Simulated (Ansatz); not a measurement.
BePt in Ansatz: convergence with k mesh

Input of the first run (k mesh 3 × 3 × 3); the others differ in this setting and in those tied to it:

The input input.yaml:

```yaml
crystal:
  lattice:
    - [0.0, 2.28249405, 2.28249405]
    - [2.28249405, 0.0, 2.28249405]
    - [2.28249405, 2.28249405, 0.0]
  atoms:
    - { symbol: Be, position: [0.0, 0.0, 0.0] }
    - { symbol: Pt, position: [0.5, 0.5, 0.5] }
hamiltonian:
  xc: pbe
  pseudopotentials: { kind: paw_fr }
magnetization:
  noncollinear: true
  spin_orbit: true
kpoints:
  mp_grid: { grid: [3, 3, 3] }
scf:
  occupations: { method: fermi_dirac, width: 0.1 }
output:
  forces: true
  stress: true
  eigenvalues: true
```

Potentials or basis: Ansatz PAW.

Launch:

```sh
$ ansatz run input.yaml --threads 2 --pin off --max-ram 5632MiB --backend cpu --events-out ev --progress --plain --runs-dir out
```

The cell was built by a generator and needn't be a form met in nature.

Hardware: 2 threads of Arm Neoverse V1, with other jobs on the host.

| k mesh | energy less the tightest run, at zero smearing (meV/atom) | pressure (GPa) | SCF cycles | CPU time (s) | peak memory (GiB) |
| --- | --- | --- | --- | --- | --- |
| 3 × 3 × 3 | -268.48 | 5.40 | 7 | 1 | 0.3 |
| 4 × 4 × 4 | 64.32 | 13.61 | 7 | 1.5 | 0.3 |
| 5 × 5 × 5 | -12.92 | 10.71 | 7 | 1.6 | 0.31 |
| 6 × 6 × 6 | 17.21 | 12.18 | 7 | 2.2 | 0.32 |
| 7 × 7 × 7 | -5.07 | 11.27 | 7 | 2.6 | 0.33 |
| 9 × 9 × 9 | 1.53 | 11.61 | 7 | 4 | 0.36 |
| 11 × 11 × 11 | -0.58 | 11.53 | 7 | 5.8 | 0.38 |
| 14 × 14 × 14 | 0.38 | 11.61 | 7 | 10 | 0.42 |
| 16 × 16 × 16 | 0.00 | 11.60 | 7 | 14 | 0.46 |

Against the tightest run, the energy stays within 1 meV/atom from 11 × 11 × 11 on; the pressure stays within 0.1 GPa from 9 × 9 × 9 on. Meshes of other sizes hit other points, so gaps and Fermi surfaces needn't settle smoothly. The tightest run that finished is the yardstick and may itself not be fully converged.
